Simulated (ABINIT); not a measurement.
Crystal: Ti3Se.

```
CELL_PARAMETERS angstrom
3.19745 0.00000 0.00000
-1.59872 2.76907 0.00000
0.00000 0.00000 7.94275
ATOMIC_POSITIONS crystal
Se 0.00000 0.00000 0.00000
Ti 0.66667 0.33333 0.50000
Ti 0.33333 0.66667 0.77290
Ti 0.33333 0.66667 0.22710
```

The cell comes from a database or a generator and needn't be the stable form of this composition.

```yaml
Program: ABINIT 10.8.3 (patched build)
Task: single point
Functional: PBEsol
Potentials_or_basis: JTH PAW PBE v2.0
Cutoff: 408 eV
k_mesh: 10 × 10 × 4
Occupations: fermi-dirac, width 0.05 eV
Spin: no spin polarisation
```

On this cell: pressure -4.1 GPa; largest force 0.075 eV/Å; band gap on the k mesh none (metal or under the smearing width).

The same run follows on a disturbed copy (atoms moved at random, drawn with an rms of 0.05 Å):

```
CELL_PARAMETERS angstrom
3.19745 0.00000 0.00000
-1.59872 2.76907 0.00000
0.00000 0.00000 7.94275
ATOMIC_POSITIONS crystal
Se 0.99885 0.00647 0.00364
Ti 0.64870 0.33556 0.49647
Ti 0.33987 0.68278 0.77849
Ti 0.33023 0.67526 0.22373
```

Problem. What changes?

Solution. The energy (extrapolated to zero smearing) moves by +5.7 meV/atom; pressure -3.5 GPa; largest force 0.386 eV/Å; band gap on the k mesh none (metal or under the smearing width).

Forces in eV/Å, atoms in the order of the input:
```
Se   0.000  0.120 -0.249
Ti   0.097  0.059  0.300
Ti  -0.104 -0.148 -0.342
Ti   0.008 -0.031  0.291
```

Stress tensor (GPa, compression positive):
```
-3.60 -0.44  0.23
-0.44 -3.44  0.20
 0.23  0.20 -3.46
```

Caveats: the PAW data sets were made with another functional, which shifts forces and pressure a little.
